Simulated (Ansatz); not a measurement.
A nudged elastic band was laid between two geometries of a periodic cell of 17 atoms, SiW₈C₈ (surface WC(001), adsorbate Si).

These are results of DFT PBEsol, scalar-relativistic, plane waves, PAW in Ansatz 0.2.0, not measurements. Settings: PAW set soft_1, cutoff 420 eV, k mesh 4x4x1, gaussian smearing 0.05 eV, no spin polarisation.

```
movable images  : 1
climbing image  : yes
spring          : 5.0 eV/Å²
optimiser       : quadratic models (default)
start path      : default
force threshold : 0.05 eV/Å
iteration limit : 50
end points      : relaxed
atoms held      : 1, 5, 9, 13
```

Initial state:

```xyz
17
Lattice="5.7948 0.0000 0.0000 -2.8974 5.0184 0.0000 0.0000 0.0000 17.2443" Properties=species:S:1:pos:R:3
W 0.000 0.000 1.000
C 1.449 0.847 2.320
W 0.002 -0.001 3.794
C 1.451 0.815 5.091
W -1.449 2.509 1.000
C 0.010 3.340 2.320
W -1.446 2.508 3.794
C -0.016 3.355 5.091
W 2.897 0.000 1.000
C 4.347 0.836 2.289
W 2.900 -0.001 3.794
C 4.349 0.835 4.891
W 1.449 2.509 1.000
C 2.889 3.340 2.320
W 1.451 2.508 3.898
C 2.918 3.355 5.091
Si -1.446 4.181 5.983
```

Final state:

Only the atoms that move by more than 0.05 Å are listed.
```
W11 2.900 -0.001 3.898
C12 4.366 0.846 5.091
W15 1.451 2.508 3.794
C16 2.900 3.345 4.891
Si17 -2.895 6.690 5.983
```

(1) Which bonds break or form, and what moves?

(2) Give the energies along the band, and the barrier.

(3) What is the geometry of the highest image?

## Answers

(1) Contacts lost: W11–Si17, C16–Si17. Contacts made: C12–Si17, W15–Si17. The atom that moves furthest is Si17, by 2.90 Å; four of its nearest neighbours are C16 1.88, C4 1.88, C8 1.88, W3 2.76 Å at the first end and C12 1.88, C8 1.88, C4 1.88, W7 2.76 Å at the last.

(2) The forces met the threshold. The highest image is number 1 of 0 to 2, 0.98 eV above the ends, which have the same energy within 2 meV. The order of the stationary point at the top wasn't checked. So few images can step over the top or miss a turn of the path. Limits of this set-up: coarse k mesh, thin slab, slab without dipole correction, PAW files made for another functional.

```
image  path coordinate (Å)  energy (eV)  W11–Si17 (Å)  C16–Si17 (Å)  C12–Si17 (Å)
    0                 0.00         0.00          2.76          1.88          3.52
    1                 0.95         0.98          3.29          1.85          2.75
    2                 3.15         0.00          3.94          3.52          1.88
```

(3) 
```xyz
17
Lattice="5.7948 0.0000 0.0000 -2.8974 5.0184 0.0000 0.0000 0.0000 17.2443" Properties=species:S:1:pos:R:3
W 0.000 0.000 1.000
C 1.459 0.843 2.308
W -0.010 0.007 3.758
C 1.382 0.840 5.051
W -1.449 2.509 1.000
C 0.004 3.342 2.323
W -1.449 2.510 3.842
C -0.008 3.355 4.976
W 2.897 0.000 1.000
C 4.340 0.840 2.302
W 2.897 0.001 3.843
C 4.371 0.825 4.954
W 1.449 2.509 1.000
C 2.896 3.333 2.309
W 1.462 2.502 3.852
C 2.863 3.405 5.051
Si -2.217 4.628 6.243
```

Run time: 6.4 min on 4 threads of AMD EPYC 7R43 64-Core Processor (Zen 3), on a shared host, peak memory 1.6 GiB.
